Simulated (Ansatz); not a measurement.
# GaH4OSb: small, medium and large basis sets

An exercise on one series of results from a longer session: the logs are not shown, and one member is left open.

The runs use Ansatz 0.2.0, Gaussian basis; one geometry, several basis sets.

Plan: PBE0-D4/def2-SVP; ωB97M-V/def2-SVP; PBE0-D4/def2-QZVPP; ωB97M-V/def2-QZVPP; the functionals' def2-TZVPP values are taken from earlier runs.

## Structure used throughout

An earlier PBE0-D4 in a triple-zeta def2 set relaxation fixed the geometry. Sb takes the def2 core potential; no spin-orbit term is included.

7 atoms, charge 0, spin multiplicity 1.

Atoms are counted from 1 here; the program's logs count them from 0.

Bond lengths: Ga1–O2 1.785 Å, Ga1–H4 1.565 Å, Ga1–H5 1.559 Å, O2–Sb3 1.955 Å, Sb3–H6 1.723 Å, Sb3–H7 1.725 Å. Angles: O2–Ga1–H4 116.7°, O2–Ga1–H5 114.3°, H4–Ga1–H5 129.0°, Ga1–O2–Sb3 130.9°, O2–Sb3–H6 96.6°, O2–Sb3–H7 97.2°, H6–Sb3–H7 89.5°.

The first run:

Contents of in.yaml:

```yaml
crystal:
  periodic: [false, false, false]
  atoms:
    - {symbol: Ga, position_ang: [-1.142604, 0.318390, -0.884159]}
    - {symbol: O, position_ang: [0.546224, 0.767475, -0.518390]}
    - {symbol: Sb, position_ang: [1.878076, -0.087267, 0.628878]}
    - {symbol: H, position_ang: [-1.667926, -1.013186, -0.251293]}
    - {symbol: H, position_ang: [-1.885983, 1.322167, -1.817659]}
    - {symbol: H, position_ang: [1.143554, 0.331420, 2.130419]}
    - {symbol: H, position_ang: [1.128647, -1.638999, 0.712204]}
basis:
  gaussian: {orbitals: def2-SVP}
hamiltonian: {xc: pbe0, dispersion: d4}
output: {orbitals: {seedname: orbitals}}
```

Run with:

```console
> ansatz run in.yaml --threads 2 --pin off --events-out ev --progress --plain --max-ram 4352MiB
```

Steps of the session up to this table: PBE0-D4 in def2-SVP; ωB97M-V in def2-SVP; PBE0-D4 in def2-QZVPP; ωB97M-V in def2-QZVPP.

One table of the session follows, with a row left open; its other results are not shown here.

It belongs to the step «Density functionals: the series». 

| functional | basis | HOMO (eV) |
| --- | --- | --- |
| PBE0-D4 | def2-SVP | -7.14 |
| PBE0-D4 | def2-TZVPP | ? |
| PBE0-D4 | def2-QZVPP | -7.23 |
| ωB97M-V | def2-SVP | -9.22 |
| ωB97M-V | def2-TZVPP | -9.34 |
| ωB97M-V | def2-QZVPP | -9.35 |

Estimate the missing values for PBE0-D4, def2-TZVPP.

As computed: HOMO (eV): -7.22. In the column «HOMO (eV)» it lies between PBE0-D4, def2-QZVPP (-7.23) and PBE0-D4, def2-SVP (-7.14).
